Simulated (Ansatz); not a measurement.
# BFH2O2: the cost of one run

Program: Ansatz 0.2.0. Level of theory: RKS BHLYP/def2-SVP. These are calculated values, not measurements.

### Step 1. The starting structure

Bond lengths: B1–O2 1.410 Å, O2–H3 1.010 Å, B1–O4 1.410 Å, O4–H5 1.010 Å, B1–F6 1.320 Å. Angles: B1–O2–H3 109.5°, O2–B1–O4 120.0°, O2–B1–F6 120.0°, O4–B1–F6 120.0°, B1–O4–H5 109.5°.

Structure file:

```xyz
6

B     0.0000    0.0000    0.0000
O     0.0000    0.0000    1.4100
H    -0.9095   -0.2814    1.7471
O     1.2211    0.0000   -0.7050
H     1.5209   -0.9519   -0.8599
F    -1.1431    0.0000   -0.6600
```

### Step 2. Relaxing the start

The input, input.yaml:

```yaml
crystal:
  periodic: [false, false, false]
  atoms:
    - { symbol: B, position_ang: [0.0, 0.0, 0.0] }
    - { symbol: O, position_ang: [0.0, 0.0, 1.41] }
    - { symbol: H, position_ang: [-0.9095, -0.2814, 1.7471] }
    - { symbol: O, position_ang: [1.2211, 0.0, -0.705] }
    - { symbol: H, position_ang: [1.5209, -0.9519, -0.8599] }
    - { symbol: F, position_ang: [-1.1431, 0.0, -0.66] }
basis:
  gaussian: { orbitals: def2-SVP }
hamiltonian:
  xc: { name: BHLYP }
relax:
  f_tol: 0.02
  max_steps: 40
```

Launch:

```
> ansatz run input.yaml --threads 1 --pin off --max-ram 2048MiB --backend cpu --events-out ev --progress --plain --runs-dir out
```

Q: Estimate wall time and peak memory on 1 thread of Arm Neoverse V2, shared host.

About 14 s, with a peak of 0.13 GiB.
